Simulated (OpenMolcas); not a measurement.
**Pd⁵⁺ among point charges: CASSCF and CASPT2 levels and susceptibility**

How does a field of 2 point charges split the states of Pd⁵⁺, and what χT follows?

The numbers are computed with OpenMolcas 26.06 (state-averaged CASSCF and CASPT2, spin-orbit coupling by RASSI with atomic mean-field integrals), except any that are marked as measured or tabulated.

**1. Starting point**

| Item | Value |
| --- | --- |
| Species | Pd⁵⁺ (palladium, Z = 46, 41 electrons) |
| Basis | ANO-RCC-VTZP [7s6p4d2f1g], 68 functions |
| Scalar Hamiltonian | DKH2, point nucleus |
| Inactive shells | 1s 2s 2p 3s 3p 3d 4s 4p |
| Active space | 5 electrons in 5 orbitals (4d) |
| Some configurations of this space | 4d⁵ |
| Orbitals | optimised for each spin and parity, averaged over all roots |

Outer shells as boxes (Hund's rule):

4d5
```
4d [↑ ][↑ ][↑ ][↑ ][↑ ]
```

The ion sits among 2 point charges of -2 e arranged as a linear pair (D∞h), 1.74 Å from the ion.

Each step is its own input file, run in one work folder so that later steps find the files of earlier ones. Labels, J, g values, rates, χT and fits are worked out afterwards by a script from the matrices that RASSI stores. The input lists half of the charges; inversion (Group=XYZ) makes the rest.

**2. GATEWAY and SEWARD: basis and integrals**

File a.inp:

```
&GATEWAY
Coord
1

Pd 0.0 0.0 0.0
Basis=ANO-RCC-VTZP
Group=XYZ
NoMove
AngMom=0.0 0.0 0.0
AMFI
XField
1 Angstrom 0
0.000000 0.000000 1.740000 -2.000000
&SEWARD
```

The run is started by

```sh
$ OMP_NUM_THREADS=1 MOLCAS_MEM=1689 MOLCAS_PROJECT=a pymolcas a.inp > a.log
```

**3. Reference wave functions, sextets of even parity, 1 root**

File a.inp:

```
&RASSCF
FileOrb=start.orb
Symmetry=1
Spin=6
nActEl=5 0 0
Inactive=9 9
Ras2=5 0
CIRoot=1 1 1
SDav=1
CIMx=300
Iter=120 100
PrWF=0.3
OrbListing=Nothing
MaxOrb=0
>>> COPY $Project.JobIph JOB001
```

start.orb holds the contracted functions of the basis, ordered by shell, or the orbitals of the step before.

**4. CASSCF: quartets of even parity, 24 roots**

File a.inp:

```
&RASSCF
FileOrb=start.orb
Symmetry=1
Spin=4
nActEl=5 0 0
Inactive=9 9
Ras2=5 0
CIRoot=24 24 1
SDav=24
CIMx=300
Iter=120 100
PrWF=0.3
OrbListing=Nothing
MaxOrb=0
>>> COPY $Project.JobIph JOB002
```

**5. Reference wave functions, doublets of even parity, 75 roots**

File a.inp:

```
&RASSCF
FileOrb=start.orb
Symmetry=1
Spin=2
nActEl=5 0 0
Inactive=9 9
Ras2=5 0
CIRoot=75 75 1
SDav=75
CIMx=300
Iter=120 100
PrWF=0.3
OrbListing=Nothing
MaxOrb=0
>>> COPY $Project.JobIph JOB003
```

**6. RASSI: spin-orbit coupling between the states**

File a.inp:

```
&RASSI
NrOfJobIphs=3 1 24 75
1
1 2 3 4 5 6 7 8 9 10 11 12 13 14 15 16 17 18 19 20 21 22 23 24
1 2 3 4 5 6 7 8 9 10 11 12 13 14 15 16 17 18 19 20 21 22 23 24 25 26 27
28 29 30 31 32 33 34 35 36 37 38 39 40 41 42 43 44 45 46 47 48 49 50 51
52 53 54 55 56 57 58 59 60 61 62 63 64 65 66 67 68 69 70 71 72 73 74 75
IphNames
JOB001
JOB002
JOB003
EJob
SpinOrbit
DIPRint=1.0
SOCoupling=1000.0
Subsets=2
Property=9
'ANGMOM' 1 'ANGMOM' 2 'ANGMOM' 3 'MLTPL  1' 1 'MLTPL  1' 2 'MLTPL  1' 3
'AMFI' 1 'AMFI' 2 'AMFI' 3
SOProperty=3
'ANGMOM' 1 'ANGMOM' 2 'ANGMOM' 3
```

**7. CASPT2: IPEA 0.25, imaginary shift 0.1 (closed shells correlated: 4s 4p)**

File a.inp:

```
>>> COPY JOB001 $Project.JobIph
&CASPT2
Multistate=1 1
Frozen=8 6
IPEA=0.25
Imaginary=0.1
MaxIter=60
WThr=0.0 0.3 0.05
PrWF=0.5
NoMix
>>> COPY JOB002 $Project.JobIph
&CASPT2
Multistate=24 1 2 3 4 5 6 7 8 9 10 11 12 13 14 15 16 17 18 19 20 21 22
23 24
NoMult
Frozen=8 6
IPEA=0.25
Imaginary=0.1
MaxIter=60
WThr=0.0 0.3 0.05
PrWF=0.5
NoMix
>>> COPY JOB003 $Project.JobIph
&CASPT2
Multistate=75 1 2 3 4 5 6 7 8 9 10 11 12 13 14 15 16 17 18 19 20 21 22
23 24 25 26 27 28 29 30 31 32 33 34 35 36 37 38 39 40 41 42 43 44 45 46
47 48 49 50 51 52 53 54 55 56 57 58 59 60 61 62 63 64 65 66 67 68 69 70
71 72 73 74 75
NoMult
Frozen=8 6
IPEA=0.25
Imaginary=0.1
MaxIter=60
WThr=0.0 0.3 0.05
PrWF=0.5
NoMix
```

(Steps that only read results are left out.)

What does the calculation give? Wanted: spin-free ground state; lowest level; next level.

**Answer**, as computed:

| quantity | value |
| --- | --- |
| method | SS-CASPT2, IPEA 0.25, imaginary shift 0.1 (closed shells correlated: 4s 4p) |
| spin-free ground state | 6Sigma, 1-fold in its orbital part |
| lowest level | 2-fold, g = 0.00, 0.00, 9.96 |
| next level | 71.5 cm⁻¹ |
| χT at 300 K | 4.33 cm³ K/mol |
| effective moment at 300 K | 5.89 μB |

Cost by method:

```
                                              method  time of its own steps  time with the reference
                                           A. CASSCF                   22 s                     22 s
B. SS-CASPT2, IPEA 0.25, imaginary shift 0.1, +4s 4p                   11 s                     33 s
```

Times are of one thread on a shared host.

In words: The spin-free ground state (6Sigma) comes to 100 % from free-ion S terms and keeps the highest spin of the shell. χT at 300 K is 4.33, against 4.39 cm³ K/mol for the spin alone, as a half-filled shell (L = 0) has no orbital moment. An active space of the d shell alone favours high spin; real ions in strong fields can be low spin. CASPT2 does not keep the components of a term degenerate, and the means are used. The field of point charges can differ much from that of real complexes. With metal d orbitals alone active, the gaps between spin states are rough; where two lie within a few thousand cm-1, their order is open. Point charges carry no covalency, so the field is a model and not that of real ligands.
